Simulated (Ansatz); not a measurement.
# C2H4BN: the cost of one run

Method: RKS B3LYP/def2-SVP, in Ansatz 0.2.0.

## (1) The structure to begin with

Bond lengths: B1–C2 1.620 Å, C2–C3 1.329 Å, B1–N4 1.401 Å, C3–N4 1.452 Å, B1–H5 1.163 Å, C2–H6 1.072 Å, C3–H7 1.078 Å, N4–H8 1.003 Å. Angles: B1–C2–C3 85.4°, B1–C2–H6 144.6°, C3–C2–H6 130.0°, C2–B1–N4 87.4°, C2–B1–H5 141.5°, N4–B1–H5 131.1°, C2–C3–N4 97.6°, C2–C3–H7 137.4°, N4–C3–H7 125.0°, B1–N4–C3 89.6°, B1–N4–H8 143.4°, C3–N4–H8 127.0°.

Structure file:

```xyz
8

B    -0.9551    0.4412   -0.2615
C     0.4886    0.9276    0.2904
C     0.8243   -0.3567    0.2308
N    -0.4444   -0.8637   -0.2614
H    -2.0005    0.8525   -0.5626
H     1.0659    1.7766    0.5980
H     1.6929   -0.9606    0.4405
H    -0.6717   -1.8169   -0.4742
```

## (2) Relaxing the start

input.yaml reads:

```yaml
crystal:
  periodic: [false, false, false]
  atoms:
    - { symbol: B, position_ang: [-0.95513, 0.44118, -0.26152] }
    - { symbol: C, position_ang: [0.48863, 0.92757, 0.2904] }
    - { symbol: C, position_ang: [0.82433, -0.35668, 0.23076] }
    - { symbol: "N", position_ang: [-0.44444, -0.86371, -0.26137] }
    - { symbol: H, position_ang: [-2.00053, 0.85254, -0.56257] }
    - { symbol: H, position_ang: [1.06593, 1.77657, 0.59797] }
    - { symbol: H, position_ang: [1.69286, -0.96057, 0.44051] }
    - { symbol: H, position_ang: [-0.67166, -1.8169, -0.47418] }
basis:
  gaussian: { orbitals: def2-SVP }
hamiltonian:
  xc: b3lyp
relax:
  f_tol: 0.02
  max_steps: 40
scf:
  lower_state_search: "off"
```

Launch:

```
> ansatz run input.yaml --threads 1 --pin off --max-ram 2048MiB --backend cpu --events-out ev --progress --plain --runs-dir out
```

Q: Estimate wall time and peak memory on 1 thread of AMD EPYC 9R45 (Zen 5), shared host.

About 22 s, with a peak of 0.14 GiB.
